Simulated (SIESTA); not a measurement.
Runs of SIESTA 5.4.2 on Ta3Cu. The structure is tetragonal, space group I4/mmm (No. 139). The conventional cell has a = 4.013 Å, b = 4.013 Å, c = 8.416 Å, α = 90.00°, β = 90.00°, γ = 90.00°. Ta (site symmetry 4/mmm) is surrounded by 4 Cu at 2.84 Å and 8 Ta at 2.91 Å. Around Ta (site symmetry -4m2) lie 8 Ta at 2.84 to 2.91 Å and 4 Cu at 2.91 Å. Around Cu (site symmetry 4/mmm) lie 12 Ta at 2.84 to 2.91 Å. The cell comes from a database or a generator and needn't be the stable form of this composition.

```tsv
task	level	potentials or basis	cell	gap on the mesh (eV)	pressure (GPa)	V0 of scaled cells (Å³/atom)	B0 (GPa)	largest force (eV/Å)
single point	PBE	PseudoDojo 0.4 standard (PBE files), DZP (energy shift 0.003 Ry; two zetas on semicore shells)	atoms moved at random, drawn with an rms of 0.05 Å	none	1.5	-	-	0.74
band structure	PBEsol	PseudoDojo 0.4 standard (PBEsol files), DZP (energy shift 0.003 Ry; two zetas on semicore shells)	as given	none	-5.7	-	-	-
single point	PBEsol	PseudoDojo 0.4 standard (PBEsol files), DZP (energy shift 0.003 Ry; two zetas on semicore shells)	atoms moved at random, drawn with an rms of 0.05 Å	none	-5.5	-	-	0.70
single point	PBE	PseudoDojo 0.4 standard (PBE files), DZP (energy shift 0.003 Ry; two zetas on semicore shells)	as given	none	1.3	-	-	-
single point	PBEsol	PseudoDojo 0.4 standard (PBEsol files), DZP (energy shift 0.003 Ry; two zetas on semicore shells)	as given	none	-5.7	-	-	-
equation of state	PBE	PseudoDojo 0.4 standard (PBE files), DZP (energy shift 0.003 Ry; two zetas on semicore shells)	as given	-	-	17.05	192	-
band structure	PBE	PseudoDojo 0.4 standard (PBE files), DZP (energy shift 0.003 Ry; two zetas on semicore shells)	as given	none	1.3	-	-	-
equation of state	PBEsol	PseudoDojo 0.4 standard (PBEsol files), DZP (energy shift 0.003 Ry; two zetas on semicore shells)	as given	-	-	(a)	209	-
```

Alike in all rows: no spin polarisation; k mesh 9 × 9 × 9; smearing fermi-dirac 0.05 eV; grid cutoff 800 Ry; energy shift 0.003 Ry.

Task: Fill in the values left out.

Result: (a) 16.46.

Caveats: short orbitals over semicore shells can move pressures by several GPa; the basis of atomic orbitals isn't converged, which shifts pressures, moduli and gaps; spin-orbit coupling is left out, which moves the levels of the heavy elements (some runs); the cell was scaled at fixed shape and fractional positions, which overstates the stiffness of a crystal with free parameters, most of all of layers and chains (some runs).

A k mesh can miss the band edges, and the runs leave out spin-orbit coupling on Ta.

A gap of «none» marks a metal or a gap under the smearing width.
